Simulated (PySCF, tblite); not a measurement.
**C4H2ClF3O: geometry, infrared bands and NMR shifts**

Wanted: the infrared bands and NMR shifts of C4H2ClF3O (`O=C(Cl)/C=C\C(F)(F)F`), by calculation.

The runs use tblite 0.8.0 and PySCF 2.14.0, with density-fitted response routines of our own; the level of theory stands in each step. All values are computed, except where a source is named. Atoms are numbered from 0 throughout.

### Step 1. The starting structure

11 atoms, charge 0, multiplicity 1; geometry from: force field or distance geometry start.

Bonds of the start (Å): O0–C1 1.25, C1–Cl2 1.76, C1–C3 1.45, C3–C4 1.31, C4–C5 1.48, C5–F6 1.39, C5–F7 1.35, C5–F8 1.38, C3–H9 1.09, C4–H10 1.09.

### Step 2. Relaxing the molecule with GFN2-xTB

Job settings and geometry (Å):

```
{"job": {"kind": "relax", "xc": "GFN2-xTB", "basis": "xTB"}, "charge": 0, "multiplicity": 1}
O      0.727900    -1.809200     0.282400
C      1.394600    -0.802800    -0.053200
Cl     3.124300    -1.056500    -0.261100
C      0.885800     0.538200    -0.261700
C     -0.367900     0.891700    -0.124200
C     -1.442800    -0.063300     0.245600
F     -2.604200     0.701800     0.241200
F     -1.489400    -1.011600    -0.716400
F     -1.206400    -0.633600     1.477100
H      1.599400     1.315100    -0.534800
H     -0.615900     1.932800    -0.320900
```

Started as:

```bash
$ OMP_NUM_THREADS=1 python probes_run.py task.json out
```

The driver reads the jobs from task.json and runs them one after another.

What it wrote:

```text
step      E/eV     max force
  0    -880.16161    4.747
  1    -880.30218    6.007
  2    -880.52992    0.945
  3    -880.59185    0.792
  4    -880.63891    0.545
  5    -880.65172    0.416
  6    -880.66280    0.351
  7    -880.67242    0.293
  8    -880.67656    0.180
  9    -880.67949    0.150
 10    -880.68138    0.117
 11    -880.68280    0.113
 12    -880.68404    0.107
 13    -880.68562    0.157
 14    -880.68757    0.168
 15    -880.68935    0.125
 16    -880.69051    0.083
 17    -880.69121    0.080
 18    -880.69173    0.079
 19    -880.69218    0.063
 20    -880.69253    0.050
 21    -880.69278    0.046
 22    -880.69297    0.043
 23    -880.69308    0.028
 24    -880.69314    0.015
 25    -880.69316    0.014
 26    -880.69318    0.013
 27    -880.69319    0.013
 28    -880.69320    0.011
 29    -880.69321    0.009
```

The steps of the relaxation:

| step | energy from step 0 (eV) | largest force (eV/Å) |
| --- | --- | --- |
| 0 | 0.0000 | 4.7467 |
| 1 | -0.1406 | 6.0071 |
| 2 | -0.3683 | 0.9454 |
| 3 | -0.4302 | 0.7924 |
| 4 | -0.4773 | 0.5454 |
| 5 | -0.4901 | 0.4161 |
| 6 | -0.5012 | 0.3506 |
| 7 | -0.5108 | 0.2933 |
| 8 | -0.5149 | 0.1798 |
| 9 | -0.5179 | 0.1503 |
| 10 | -0.5198 | 0.1170 |
| 11 | -0.5212 | 0.1132 |
| 12 | -0.5224 | 0.1067 |
| 13 | -0.5240 | 0.1571 |
| 14 | -0.5260 | 0.1684 |
| 15 | -0.5277 | 0.1247 |
| 16 | -0.5289 | 0.0827 |
| 17 | -0.5296 | 0.0799 |
| 18 | -0.5301 | 0.0792 |
| 19 | -0.5306 | 0.0627 |
| 20 | -0.5309 | 0.0505 |
| 21 | -0.5312 | 0.0459 |
| 22 | -0.5314 | 0.0427 |
| 23 | -0.5315 | 0.0276 |
| 24 | -0.5315 | 0.0154 |
| 25 | -0.5316 | 0.0140 |
| 26 | -0.5316 | 0.0128 |
| 27 | -0.5316 | 0.0132 |
| 28 | -0.5316 | 0.0114 |
| 29 | -0.5316 | 0.0092 |

Distances of close pairs at the start and the end, largest changes first:

| bond | before (Å) | after (Å) | change (Å) |
| --- | --- | --- | --- |
| O0–C1 | 1.253 | 1.184 | -0.069 |
| C5–F6 | 1.391 | 1.344 | -0.047 |
| C5–F8 | 1.378 | 1.336 | -0.041 |
| C1–C3 | 1.449 | 1.474 | +0.025 |
| C4–C5 | 1.485 | 1.508 | +0.024 |
| C3–C4 | 1.310 | 1.330 | +0.021 |
| C5–F7 | 1.352 | 1.336 | -0.015 |
| C3–H9 | 1.090 | 1.080 | -0.010 |

The final coordinates are the input of the step that follows.

### Step 3. Vibrational analysis with GFN2-xTB

Job settings and geometry (Å):

```
{"job": {"kind": "ir", "xc": "GFN2-xTB", "basis": "xTB"}, "charge": 0, "multiplicity": 1}
O      0.820407    -1.823748     0.261028
C      1.431266    -0.855197    -0.040583
Cl     3.175649    -0.940470    -0.299822
C      0.942443     0.519526    -0.252102
C     -0.330649     0.888023    -0.136204
C     -1.474375    -0.025905     0.226569
F     -2.625693     0.666887     0.256878
F     -1.653565    -1.011863    -0.657633
F     -1.336562    -0.577656     1.435918
H      1.690797     1.251168    -0.517221
H     -0.634295     1.911905    -0.302790
```

What it wrote:

```text
mode    cm-1     km/mol
  1     -17.1      0.56
  2      78.9      1.57
  3     109.1      0.42
  4     199.0      0.10
  5     215.5      4.66
  6     272.2      1.06
  7     375.5      1.47
  8     427.0     19.18
  9     462.7      1.58
 10     473.2      7.45
 11     522.2     42.86
 12     600.5      6.05
 13     638.0      0.47
 14     763.0     41.13
 15     795.4     12.13
 16     841.7    103.64
 17     923.1      0.03
 18     967.4    175.96
 19    1056.9    229.00
 20    1078.4    342.03
 21    1145.4    171.40
 22    1205.3      8.25
 23    1310.9     72.29
 24    1668.5     15.59
 25    1813.4    301.50
 26    3081.3      0.26
 27    3097.8      5.25
```

Which atoms move in the most intense modes:

| cm⁻¹ | km/mol | atoms |
| --- | --- | --- |
| 522 | 42.9 | C4 19 %, C3 16 %, F8 15 %, F7 15 % |
| 842 | 103.6 | C4 33 %, C1 25 %, F7 13 %, F8 13 % |
| 967 | 176.0 | C1 36 %, C3 25 %, H10 12 %, O0 10 % |
| 1057 | 229.0 | C5 63 %, F6 17 % |
| 1078 | 342.0 | C5 73 %, F8 12 %, F7 12 % |
| 1145 | 171.4 | C5 58 %, H9 22 % |
| 1311 | 72.3 | H9 33 %, H10 26 %, C3 17 %, C4 16 % |
| 1813 | 301.5 | C1 60 %, O0 40 % |

### Step 4. Shielding tensors: PBE0/pcSseg-1

Settings changed since step 3:

```diff
@@ -1,2 +1,2 @@
-{"job": {"kind": "ir", "xc": "GFN2-xTB", "basis": "xTB"}, "charge": 0, "multiplicity": 1}
+{"job": {"kind": "nmr", "xc": "PBE0", "basis": "pcSseg-1"}, "charge": 0, "multiplicity": 1}
 O      0.820407    -1.823748     0.261028
```

Method: GIAO PBE0/pcSseg-1 NMR shielding, non-relativistic, gas phase.

What it wrote:

```text
coarse grid: 11552 points
cycle   1  E = -987.4791628514  dE =  1.665e+00  |g| = 1.171e+00  |ddm| = 3.181e+00
cycle   2  E = -986.7949322480  dE =  6.842e-01  |g| = 2.278e+00  |ddm| = 2.340e+00
cycle   3  E = -987.7029399660  dE = -9.080e-01  |g| = 3.674e-01  |ddm| = 1.841e+00
cycle   4  E = -987.7284156595  dE = -2.548e-02  |g| = 9.622e-02  |ddm| = 3.541e-01
cycle   5  E = -987.7298629768  dE = -1.447e-03  |g| = 2.585e-02  |ddm| = 7.409e-02
cycle   6  E = -987.7299868629  dE = -1.239e-04  |g| = 9.836e-03  |ddm| = 2.302e-02
cycle   7  E = -987.7300072726  dE = -2.041e-05  |g| = 3.724e-03  |ddm| = 9.473e-03
cycle   8  E = -987.7300105964  dE = -3.324e-06  |g| = 6.823e-04  |ddm| = 3.889e-03
final grid: 113344 points
cycle   9  E = -987.8116006141  dE = -2.897e-05  |g| = 1.251e-02  |ddm| = 3.126e-02
cycle  10  E = -987.8115129265  dE =  8.769e-05  |g| = 2.513e-02  |ddm| = 2.552e-02
cycle  11  E = -987.8116282811  dE = -1.154e-04  |g| = 2.213e-03  |ddm| = 1.848e-02
cycle  12  E = -987.8116292196  dE = -9.385e-07  |g| = 5.244e-04  |ddm| = 1.996e-03
cycle  13  E = -987.8116292579  dE = -3.832e-08  |g| = 1.497e-04  |ddm| = 4.414e-04
cycle  14  E = -987.8116292617  dE = -3.826e-09  |g| = 6.018e-05  |ddm| = 1.390e-04
cycle  15  E = -987.8116292625  dE = -8.185e-10  |g| = 1.888e-05  |ddm| = 6.376e-05
converged SCF energy = -987.8116292625

GIAO shielding tensors (ppm)
atom      isotropic    diamagn.    paramagn.     s11        s22        s33       span
  0 O     -278.786     400.702    -679.487   -722.749   -376.731    263.123    985.872
  1 C       16.830     246.763    -229.934    -87.823     58.068     80.244    168.067
  2 Cl     428.376    1145.070    -716.693     51.880    331.083    902.165    850.286
  3 C       45.113     256.577    -211.464    -52.816     65.587    122.566    175.382
  4 C       38.956     255.311    -216.355    -63.776     42.739    137.905    201.681
  5 C       57.466     238.773    -181.307     46.776     57.875     67.746     20.970
  6 F      246.549     471.091    -224.543    179.144    214.025    346.476    167.332
  7 F      244.248     474.127    -229.878    171.980    228.584    332.181    160.202
  8 F      243.923     474.137    -230.213    171.396    228.515    331.859    160.463
  9 H       25.104      30.392      -5.288     22.200     22.990     30.123      7.923
 10 H       25.216      29.886      -4.670     23.111     24.054     28.484      5.372
```

Run time: 62 s. Hardware: 1 thread, shared host.

The references, computed at this level on geometries of the same kind, shield at (ppm): 1H TMS 31.72, 13C TMS 186.9, 19F CFCl3 170.9, 17O H2O 336.1, 35Cl HCl 950. Their shielding less the atom's gives the shift. The references are single molecules in the gas phase, so shifts against H2O, NH3, PH3, H3PO4 or CFCl3 are not on the usual liquid scales and can be off by tens of ppm. Atoms listed in one row are averaged.

| atoms | environment | σ (ppm) | δ (ppm) | δ scaled to CDCl3 |
| --- | --- | --- | --- | --- |
| C1 | carbonyl carbon | 16.8 | 170.1 | 164.1 |
| C4 | β carbon of a C=C–C=O unit | 39.0 | 148.0 | 142.5 |
| C3 | α carbon of a C=C–C=O unit | 45.1 | 141.8 | 136.5 |
| C5 | CF3 carbon | 57.5 | 129.5 | 124.4 |
| H9 | hydrogen on an α carbon of a C=C–C=O unit | 25.10 | 6.61 | 6.34 |
| H10 | hydrogen on a β carbon of a C=C–C=O unit | 25.22 | 6.50 | 6.23 |
| O0 | carbonyl oxygen | -278.8 | 614.9 | – |
| Cl2 | chlorine bonded to C | 428 | 521 | – |
| F6, F7, F8 | fluorine of a CF3 group | 244.9 | -74.0 | – |

The scaled column applies a straight-line fit of computed shieldings to shifts measured in CDCl3, with any fitted terms for Cl, Br or S neighbours, and one for carbons that bear F (root-mean-square error 0.16 ppm for H, 1.9 ppm for C).

The run also stored atomic charges by several schemes (e):

| atoms | Mulliken | IAO | Hirshfeld | ESP fit |
| --- | --- | --- | --- | --- |
| O0 | -0.27 | -0.33 | -0.18 | -0.35 |
| C1 | 0.28 | 0.35 | 0.17 | 0.49 |
| Cl2 | -0.11 | -0.08 | -0.04 | -0.14 |
| C3 | -0.09 | -0.18 | -0.04 | -0.22 |
| C4 | -0.19 | -0.14 | -0.03 | -0.13 |
| C5 | 0.85 | 0.81 | 0.26 | 0.49 |
| F6, F7, F8 | -0.26 | -0.27 | -0.09 | -0.16 |

Mayer bond orders: O0–C1 2.08, C1–Cl2 0.97, C1–C3 0.94, C3–C4 1.84, C4–C5 1.01, C5–F6 0.98, C5–F7 1.01, C5–F8 1.01.

### Step 5. Results

```
                                                                 quantity                           value
                                strongest single infrared mode (GFN2-xTB)           1078 cm⁻¹, 342 km/mol
                                             zero-point energy (GFN2-xTB)                   34.5 kcal/mol
                                   13C shifts against TMS (PBE0/pcSseg-1)  170.1, 148.0, 141.8, 129.5 ppm
                                    1H shifts against TMS (PBE0/pcSseg-1)                  6.61, 6.50 ppm
                                   17O shifts against H2O (PBE0/pcSseg-1)                       614.9 ppm
                                  35Cl shifts against HCl (PBE0/pcSseg-1)                         521 ppm
19F shifts against CFCl3 (PBE0/pcSseg-1, means over atoms taken as alike)                       -74.0 ppm
```

In words: The optimisation took 29 steps and gained 0.532 eV; among the close pairs (by a distance rule), O0–C1 changed most, from 1.253 to 1.184 Å. The lowest mode is slightly imaginary (17i cm⁻¹), a soft motion within the noise of the Hessian, so the minimum is not strictly shown. The strongest single mode, at 1078 cm⁻¹, moves mainly C5. Unscaled tight-binding wavenumbers are off by several per cent, some by more. Its intensities can rank the bands wrongly. H9 (hydrogen on an α carbon of a C=C–C=O unit) lies farthest downfield among hydrogen, at 6.61 ppm; olefinic region. At PBE0/pcSseg-1: Shielding is most anisotropic at O0 (span 986 ppm, paramagnetic term -679 ppm).
